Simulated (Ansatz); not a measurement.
# Al3Si2F: the cost of one run

Program: Ansatz 0.2.0. Level of theory: DFT PBE, scalar-relativistic, plane waves, PAW, unless a step names another level. These are calculated values, not measurements.

27 further runs of the same task are left out: 1 that didn't finish, 26 set aside as unsound or not needed.

## (1) The formula and the candidates

Pauling electronegativities: Al 1.61, Si 1.90, F 3.98 (spread 2.37). The formula balances with common oxidation states: Al +3, F -1, Si -4. Tabulated atomic sizes suggest about 14 Å³/atom. 32 candidates were drawn, by swapping species into database cells of other compounds, at random by space group and Wyckoff sites, or by hand, as the table says:

| name | made from | space group no. | Wyckoff sites | atoms (primitive cell) | V (Å³/atom) |
| --- | --- | --- | --- | --- | --- |
| c01 | random | 99 | Al 2c, 1b; Si 2c; F 1b | 6 | 16.2 |
| c02 | random | 99 | Al 2c, 1b; Si 2c; F 1a | 6 | 18.1 |
| c03 | database cell of Zr2Al3Cr | 166 | Al 9d; Si 6c; F 3a | 6 | 16.6 |
| c04 | database cell of TmB2Ru3 | 191 | Al 3g; Si 2c; F 1a | 6 | 14.5 |
| c05 | random | 187 | Al 1f, 2g; Si 1a, 1e; F 1b | 6 | 15.6 |
| c06 | random | 183 | Al 3c; Si 2b; F 1a | 6 | 16.8 |
| c07 | random | 123 | Al 2e, 1d; Si 2f; F 1c | 6 | 16.5 |
| c08 | built by hand: anti-Li2SiO3 (ordered wurtzite) | 36 | Al 8b, 4a; Si 8b; F 4a | 12 | 14.1 |
| c09 | random | 191 | Al 2d, 1b; Si 2e; F 1a | 6 | 15.1 |
| c10 | built by hand: Immm ordered rocksalt | 71 | Al 4j, 2d; Si 4i; F 2a | 6 | 14.1 |
| c11 | random | 12 | Al 4g, 2d; Si 4f; F 2b | 6 | 16.1 |
| c12 | database cell of ErB2Rh3 | 12 | Al 2d, 4f; Si 4g; F 2a | 6 | 14.1 |
| c13 | database cell of Tb2In3Cu | 156 | Al 1c, 1c, 1a; Si 1b, 1b; F 1a | 6 | 15.1 |
| c14 | random | 139 | Al 4e, 2a; Si 4c; F 2b | 6 | 14.8 |
| c15 | random | 156 | Al 3d; Si 1b, 1b; F 1a | 6 | 16.7 |
| c16 | random | 191 | Al 1a, 2d; Si 2c; F 1b | 6 | 16.0 |
| c17 | database cell of Tm2Ga3Ni | 8 | Al 2a, 2a, 2a; Si 2a, 2a; F 2a | 6 | 14.7 |
| c18 | built by hand: anti-Cu2GeSe3 (ordered zincblende) | 44 | Al 4d, 2b; Si 4d; F 2a | 6 | 14.1 |
| c19 | random | 35 | Al 2a, 4c; Si 4d; F 2b | 6 | 16.6 |
| c20 | database cell of NaCu3Te2 | 166 | Al 3a, 6c; Si 6c; F 3b | 6 | 14.3 |
| c21 | database cell of MnAl2Cr3 | 99 | Al 1a, 1a, 1b; Si 1a, 1b; F 1b | 6 | 15.4 |
| c22 | random | 69 | Al 8i, 4b; Si 8c; F 4a | 6 | 15.5 |
| c23 | built by hand: layered zincblende superlattice along 001 | 119 | Al 2c, 4f; Si 4e; F 2a | 6 | 14.1 |
| c24 | random | 2 | Al 2i, 1d; Si 1g, 1h; F 1b | 6 | 15.4 |
| c25 | built by hand: layered ordered rocksalt along 111 | 164 | Al 2d, 1b; Si 2d; F 1a | 6 | 14.1 |
| c26 | random | 42 | Al 8b, 4a; Si 8c; F 4a | 6 | 15.4 |
| c27 | database cell of Nd2Al3Ga | 25 | Al 1c, 1c, 1d; Si 1b, 1a; F 1d | 6 | 16.5 |
| c28 | random | 166 | Al 6c, 3b; Si 6c; F 3a | 6 | 18.2 |
| c29 | random | 139 | Al 4d, 2b; Si 4c; F 2a | 6 | 17.4 |
| c30 | random | 160 | Al 9b; Si 3a, 3a; F 3a | 6 | 16.5 |
| c31 | random | 187 | Al 3k; Si 2g; F 1b | 6 | 14.3 |
| c32 | database cell of Dy2Fe3Ni | 166 | Al 9e; Si 6c; F 3b | 6 | 14.9 |

## (2) Screening run of c20

input.yaml

```yaml
crystal:
  lattice:
    - [1.87928124, 1.08500353, 7.00231962]
    - [-1.87928124, 1.08500353, 7.00231962]
    - [0.0, -2.17000706, 7.00231962]
  atoms:
    - { symbol: Al, position: [0.0, 0.0, 0.0] }
    - { symbol: Al, position: [0.36647072, 0.36647072, 0.36647072] }
    - { symbol: Al, position: [0.63352928, 0.63352928, 0.63352928] }
    - { symbol: Si, position: [0.74597484, 0.74597484, 0.74597484] }
    - { symbol: Si, position: [0.25402516, 0.25402516, 0.25402516] }
    - { symbol: F, position: [0.5, 0.5, 0.5] }
basis:
  ecutwfc: 420
kpoints:
  mp_grid: { grid: [4, 4, 4] }
hamiltonian:
  xc: pbe
scf:
  occupations: { method: gaussian, width: 0.15 }
  lower_state_search: "off"
output:
  forces: true
  stress: true
  eigenvalues: true
relax:
  adjacent_minimum: "off"
  f_tol: 0.08
  max_steps: 16
  cell: { stress_tol: 0.8 }
```

On the command line:

```
$ ansatz run input.yaml --threads 1 --pin off --max-ram 2560MiB --backend cpu --events-out ev --progress --plain --runs-dir out
```

**Question.** How long does this run take on 1 thread of AMD EPYC 9R45 (Zen 5), shared host, and how much memory does it need?

About 8.5 s, with a peak of 0.44 GiB.
